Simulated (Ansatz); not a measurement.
LuH2:

```xyz
3
Lattice="0.0000 2.5165 2.5165 2.5165 0.0000 2.5165 2.5165 2.5165 0.0000" Properties=species:S:1:pos:R:3 pbc="T T T"
Lu    0.0000    0.0000    0.0000
H     3.7748    3.7748    3.7748
H     1.2583    1.2583    1.2583
```

| Item | Value |
| --- | --- |
| Program | Ansatz 0.2.0 |
| Task | relaxation of cell and atoms |
| Functional | revPBE |
| Dispersion | D4 |
| Potentials or basis | Ansatz PAW |
| Cutoff | 420 eV (not typed: the program's choice for these potentials) |
| k mesh | 9 × 9 × 9 |
| Occupations | fermi-dirac, width 0.05 eV |
| Spin | no spin polarisation |

At the start: volume 10.62 Å³/atom.

How do energy, volume and symmetry change on relaxing?

It ends after 6 steps and the volume is 9.84 Å³/atom (-7.4 %); space group Fm-3m (No. 225, to 0.05 Å).

The path:
```tsv
step	energy change (eV)	largest force (eV/Å)	volume (Å³)
1	0.0000	0.0000	31.87
2	-0.0491	0.0000	29.76
3	-0.0498	0.0000	29.54
4	-0.0474	0.0000	29.54
5	-0.0475	0.0000	29.53
6	-0.0475	0.0000	29.53
```

Final structure:
```
Lu H
1.0
     0.00000    2.45315    2.45315
     2.45315    0.00000    2.45315
     2.45315    2.45315    0.00000
Lu H
1 2
Direct
  0.00000 0.00000 0.00000
  0.75000 0.75000 0.75000
  0.25000 0.25000 0.25000
```

Caveat: the plane-wave basis is chosen anew once the cell has moved, so the energies of steps on either side of that aren't comparable; the PAW data sets come from PBE, with cores solved anew for the run's functional, which leaves a small shift of forces and pressure.
